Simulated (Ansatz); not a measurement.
# SnNH4Cl (SMILES [NH2][SnH2][Cl]) at MP2/def2-SVP (core potential)

Aim: the electronic atomisation energy of SnNH4Cl at MP2/def2-SVP (core potential), from 5 runs. 

The results are computed with Ansatz 0.2.0.

59 further runs of the same task are left out: 1 that didn't finish, 58 set aside as unsound or not needed.

### 1 The system as given

SnNH4Cl has 7 atoms, charge 0, and is taken as a singlet. As SMILES, `[NH2][SnH2][Cl]`. Geometry: relaxed at PBE0-D4/def2-TZVP. This is one conformer, not always the lowest.

Bond lengths: N1–Sn2 2.002 Å, Sn2–Cl3 2.335 Å, N1–H4 1.009 Å, N1–H5 1.009 Å, Sn2–H6 1.700 Å, Sn2–H7 1.700 Å. Angles: N1–Sn2–Cl3 106.6°, N1–Sn2–H6 110.9°, N1–Sn2–H7 110.9°, Cl3–Sn2–H6 105.3°, Cl3–Sn2–H7 105.3°, Sn2–N1–H4 116.4°, Sn2–N1–H5 116.4°, H6–Sn2–H7 117.0°, H4–N1–H5 109.9°.

### 2 A single-point energy at MP2/def2-SVP (core potential)

File job.yaml:

```yaml
crystal:
  periodic: [false, false, false]
  atoms:
    - {symbol: "N", position_ang: [-0.972800, -0.020100, -0.835200]}
    - {symbol: Sn, position_ang: [0.562300, 0.041400, 0.449100]}
    - {symbol: Cl, position_ang: [0.846400, -2.133500, 1.251000]}
    - {symbol: H, position_ang: [-1.803500, 0.485500, -0.566500]}
    - {symbol: H, position_ang: [-0.756400, 0.165200, -1.803000]}
    - {symbol: H, position_ang: [0.172800, 0.976800, 1.814600]}
    - {symbol: H, position_ang: [2.012400, 0.416800, -0.355700]}
basis:
  gaussian:
    orbitals: def2-SVP
accuracy: high
correlation:
  method: mp2
  frozen_orbitals: {Cl: 5, H: 0, "N": 1, Sn: 4}
total_charge: 0
```

On the command line:

```bash
$ ansatz run job.yaml --threads 1 --pin off --max-ram 3480MiB --events-out events.jsonl --progress --plain --runs-dir runs
```

Output:

```text
Warning: RAYON_NUM_THREADS=1 ignored (pool sized by the plan → 1); use --threads N
Functional definition: HF
  name "HF"
  exchange = exact_x
  correlation = 0
1811 factors; integrals over basis functions are off by at most 3.6e-9 eV
mean field evaluation 1: about -19847.1455 eV, gradient 3.2e1 eV
mean field evaluation 2: about -19847.2408 eV, gradient 3.2e1 eV
mean field evaluation 4: about -19849.7389 eV, gradient 2.3e0 eV
mean field evaluation 8: about -19849.7639 eV, gradient 1.2e-1 eV
mean field evaluation 16: about -19849.7640 eV, gradient 2.1e-8 eV
mean field -19849.76403922 eV, -729.4653737879 hartree, gradient 2.1e-8 eV, S^2 0.000000; 0 other end points of the search recorded, 0 dependent functions left out
10 core orbitals not correlated: weight in the atoms' cores, before any rotation towards them, 1.000 or more for the frozen orbitals, at most 0.000 for the correlated occupied ones
reference -19849.76403922 eV, -729.4653737879 hartree; 15, 15 occupied and 53, 53 virtual orbitals, 1811 factors
second order -11.44049129 eV of doubles, -0.00000000 eV of singles
Total energy: -19861.20453050 eV, -729.8858040880 hartree
```

Wall time 1.5 s (1 thread of AMD EPYC 9R45 (Zen 5), shared host); peak memory 0.22 GiB.

### 3 The Cl atom at the same level

File in.yaml:

```yaml
crystal:
  periodic: [false, false, false]
  atoms:
    - {symbol: Cl, position_ang: [0.000000, 0.000000, 0.000000]}
basis:
  gaussian: {orbitals: def2-SVP}
magnetization: {spin_polarized: true, initial_magnetization: 1}
correlation: {method: mp2, frozen_orbitals: {Cl: 5}}
accuracy: high
```

Run the same way, it converges to -459.42824 Eh (log not shown).

### 4 The H atom: a single-point energy at UHF/def2-SVP

File in.yaml:

```yaml
crystal:
  periodic: [false, false, false]
  atoms:
    - symbol: H
      position_ang: [0.000000, 0.000000, 0.000000]
basis:
  gaussian: {orbitals: def2-SVP}
hamiltonian: {xc: hf}
accuracy: high
magnetization: {spin_polarized: true, initial_magnetization: 1}
```

Run the same way, it converges to -0.49928 Eh (log not shown).

### 5 The N atom

File run.yaml:

```yaml
crystal:
  periodic: [false, false, false]
  atoms:
    - {symbol: "N", position_ang: [0.000000, 0.000000, 0.000000]}
basis:
  gaussian:
    orbitals: def2-SVP
magnetization:
  spin_polarized: true
  initial_magnetization: 3
correlation:
  method: mp2
  frozen_orbitals: {"N": 1}
accuracy: high
```

Run the same way, it converges to -54.40612 Eh (log not shown).

### 6 The Sn atom, same level

File run.yaml:

```yaml
crystal:
  periodic: [false, false, false]
  atoms:
    - {symbol: Sn, position_ang: [0.000000, 0.000000, 0.000000]}
basis:
  gaussian: {orbitals: def2-SVP}
magnetization: {spin_polarized: true, initial_magnetization: 2}
accuracy: high
correlation: {method: mp2, frozen_orbitals: {Sn: 4}}
```

On the command line:

```bash
$ ansatz run run.yaml --threads 1 --pin off --max-ram 3480MiB --events-out events.jsonl --progress --plain --runs-dir runs
```

Output:

```text
Warning: RAYON_NUM_THREADS=1 ignored (pool sized by the plan → 1); use --threads N
Functional definition: HF
  name "HF"
  exchange = exact_x
  correlation = 0
223 factors; integrals over basis functions are off by at most 2.0e-9 eV
mean field evaluation 1: about -5805.0017 eV, gradient 3.3e0 eV
mean field evaluation 2: about -5805.0086 eV, gradient 3.3e0 eV
mean field evaluation 4: about -5805.1720 eV, gradient 9.6e-2 eV
mean field evaluation 8: about -5805.1719 eV, gradient 7.8e-9 eV
mean field evaluation 16: about -5805.1719 eV, gradient 4.7e-4 eV
mean field evaluation 32: about -5805.1717 eV, gradient 1.4e-1 eV
mean field -5805.17192633 eV, -213.3361334058 hartree, gradient 2.6e-8 eV, S^2 2.009582; 3 other end points of the search recorded, 0 dependent functions left out
4 core orbitals not correlated: weight in the atoms' cores, before any rotation towards them, 1.000 or more for the frozen orbitals, at most 0.000 for the correlated occupied ones
reference -5805.17192633 eV, -213.3361334058 hartree; 8, 6 occupied and 14, 16 virtual orbitals, 223 factors
second order -1.52760676 eV of doubles, -0.00000000 eV of singles
Total energy: -5806.69953309 eV, -213.3922719188 hartree
```

Wall time 0.12 s (1 thread of AMD EPYC 9R45 (Zen 5), shared host).

### 7 What came out

Level: MP2/def2-SVP (core potential), 10 core orbitals frozen.

| quantity | value |
| --- | --- |
| molecule: total energy | -729.88580 Eh |
| molecule: correlation energy (10 core orbitals frozen) | -420.4 mEh |
| Cl atom: total energy | -459.42824 Eh |
| Cl atom: correlation energy (5 core orbitals frozen) | -108.9 mEh |
| Cl atom: ⟨S²⟩ of the reference determinant | 0.755 |
| H atom: total energy | -0.49928 Eh |
| H atom: ⟨S²⟩ | 0.750 |
| N atom: total energy | -54.40612 Eh |
| N atom: correlation energy (1 core orbital frozen) | -69.6 mEh |
| N atom: ⟨S²⟩ of the reference determinant | 3.757 |
| Sn atom: total energy | -213.39227 Eh |
| Sn atom: correlation energy (4 core orbitals frozen) | -56.1 mEh |
| Sn atom: ⟨S²⟩ of the reference determinant | 2.010 |
| electronic atomisation energy | 18.015 eV |

**Reading.** Taking the molecule apart into free atoms costs 18.02 eV (1738 kJ/mol), before zero-point energy and without spin-orbit coupling.
